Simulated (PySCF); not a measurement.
# [La(H2O)]3+: forces at shaken geometries

How stiff is [La(H2O)]3+? Its atoms are displaced at random by several amounts. It is a constructed species; whether it can be made isn't addressed.

Program: PySCF 2.14.0. Level of theory: r2SCAN, La lcecp-1-SVP with ECP46, O def2-SVP, H def2-SVP; scalar-relativistic core potentials, no spin–orbit coupling. These are calculated values, not measurements.

## (1) The system as given

4 atoms, charge 3, spin multiplicity 1.

Bond lengths: La1–O2 2.339 Å, O2–H3 1.000 Å, O2–H4 1.000 Å. Angles: La1–O2–H3 129.0°, La1–O2–H4 129.0°, H3–O2–H4 102.0°.

Geometry (Å):

| atom | x (Å) | y (Å) | z (Å) |
| --- | --- | --- | --- |
| La1 | 0.0000 | 0.0000 | -0.1555 |
| O2 | 0.0000 | 0.0000 | 2.1838 |
| H3 | 0.7770 | 0.0000 | 2.8130 |
| H4 | -0.7770 | 0.0000 | 2.8130 |

Formal oxidation states: La +3. The 4f shell is empty and lies in the core potential. An earlier session relaxed this geometry at r2SCAN, La lcecp-1-SVP with ECP46, O def2-SVP, H def2-SVP (singlet, point group C2v).

Its energy there is -106.655512 Eh.

## (2) Atoms moved at random, σ = 0.1 Å

Contents of run.py (the lines that set the calculation):

```python
mol = gto.M(atom='''
La    -0.06038    -0.00017    -0.23800
O     -0.11089     0.10624     2.27204
H      0.94543    -0.20199     2.74501
H     -0.77417     0.09592     2.87531''',
    basis={'La': 'lcecp-1-SVP', 'O': 'def2-SVP', 'H': 'def2-SVP'},
    ecp={'La': 'lcecp-1-SVP'},
    charge=3, spin=0)
mf = dft.RKS(mol, xc='R2SCAN')
mf.grids.atom_grid = (50, 194)  # f atoms: unpruned, at least (60, 302)
mf = mf.density_fit()  # fitting sets: La AutoAux, O def2-universal-JKFIT, H def2-universal-JKFIT
mf.conv_tol = 1e-08; mf.max_cycle = 55
mf.kernel(dm0)  # dm0: the density of the relaxed state
```

Command:

```console
> OMP_NUM_THREADS=2 python run.py
```

## (3) Atoms moved at random, σ = 0.03 Å

Edit run.py (the lines that set the calculation) of step 2 so:

```diff
@@ -1,6 +1,6 @@
 mol = gto.M(atom='''
-La    -0.06038    -0.00017    -0.23800
-O     -0.11089     0.10624     2.27204
-H      0.94543    -0.20199     2.74501
-H     -0.77417     0.09592     2.87531''',
+La    -0.01083    -0.00860    -0.17153
+O      0.01178     0.00559     2.18689
+H      0.79656     0.01071     2.80661
+H     -0.79751    -0.00771     2.83239''',
     basis={'La': 'lcecp-1-SVP', 'O': 'def2-SVP', 'H': 'def2-SVP'},
```

## (4) Atoms moved at random, σ = 0.15 Å

Edit run.py (the lines that set the calculation) of step 3 so:

```diff
@@ -1,6 +1,6 @@
 mol = gto.M(atom='''
-La    -0.01083    -0.00860    -0.17153
-O      0.01178     0.00559     2.18689
-H      0.79656     0.01071     2.80661
-H     -0.79751    -0.00771     2.83239''',
+La    -0.15800     0.17240    -0.10183
+O      0.08337    -0.17456     2.00476
+H      1.00482     0.13025     2.85156
+H     -0.93020    -0.12809     2.89987''',
     basis={'La': 'lcecp-1-SVP', 'O': 'def2-SVP', 'H': 'def2-SVP'},
```

Before running it: what results should come out? Wanted: for each run, σ; energy rise; harmonic estimate −½ F·u; largest force component.

As calculated:

| σ (Å) | energy rise (eV) | harmonic estimate −½ F·u (eV) | largest force component (eV/Å) |
| --- | --- | --- | --- |
| 0.03 | 0.028 | 0.027 | 1.13 |
| 0.1 | 1.152 | 1.188 | 8.84 |
| 0.15 | 2.345 | 1.748 | 7.56 |

Every displacement raises the energy. For a harmonic well the rise equals −½ F·u; at σ = 0.15 Å the two differ by 25 %, from anharmonicity and the small forces left at the relaxed point. The bases are small and lack diffuse functions. Spin–orbit coupling is left out.
